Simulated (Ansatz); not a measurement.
# BeCd2: the cost of one run

Method: DFT PBE, scalar-relativistic, plane waves, PAW, in Ansatz 0.2.0.

## (1) The structure to begin with

The structure is cubic, space group F-43m (No. 216). The conventional cell has a = 6.205 Å, b = 6.205 Å, c = 6.205 Å, α = 90.00°, β = 90.00°, γ = 90.00°. Around Be (site symmetry -43m) lie 4 Cd at 2.69 Å. Around Cd (site symmetry -43m) lie 4 Be at 2.69 Å and 4 Cd at 2.69 Å. Around Cd (site symmetry -43m) lie 4 Cd at 2.69 Å.

Structure file:

```cif
data_structure
_symmetry_space_group_name_H-M 'F-43m'
_symmetry_Int_Tables_number 216
_cell_length_a 6.2046
_cell_length_b 6.2046
_cell_length_c 6.2046
_cell_angle_alpha 90.000
_cell_angle_beta 90.000
_cell_angle_gamma 90.000
_cell_volume 238.86
loop_
_atom_site_label
_atom_site_type_symbol
_atom_site_symmetry_multiplicity
_atom_site_Wyckoff_symbol
_atom_site_fract_x
_atom_site_fract_y
_atom_site_fract_z
_atom_site_occupancy
Be1 Be 4 d 0.25000 0.25000 0.75000 1
Cd1 Cd 4 b 0.50000 0.00000 0.00000 1
Cd2 Cd 4 c 0.25000 0.25000 0.25000 1
```

A structure generator made this guess: random cell by space group and Wyckoff sites (F-43m, No. 216). The dimensions are guesses.

## (2) Probe: one point on a coarse mesh

The input, input.yaml:

```yaml
crystal:
  lattice:
    - [0.0, 3.10231438, 3.10231438]
    - [3.10231438, 0.0, 3.10231438]
    - [3.10231438, 3.10231438, 0.0]
  atoms:
    - { symbol: Be, position: [0.25, 0.25, 0.25] }
    - { symbol: Cd, position: [0.5, 0.5, 0.5] }
    - { symbol: Cd, position: [0.75, 0.75, 0.75] }
basis:
  ecutwfc: 420
kpoints:
  mp_grid: { grid: [6, 6, 6] }
hamiltonian:
  xc: pbe
scf:
  occupations: { method: gaussian, width: 0.1 }
  lower_state_search: "off"
output:
  forces: true
  stress: true
  eigenvalues: true
```

Run with:

```
$ ansatz run input.yaml --threads 1 --pin off --max-ram 2560MiB --backend cpu --events-out ev --progress --plain --runs-dir out
```

What time and memory should one allow on 1 thread of Arm Neoverse N1, shared host?

About 3.7 s, with a peak of 0.3 GiB.
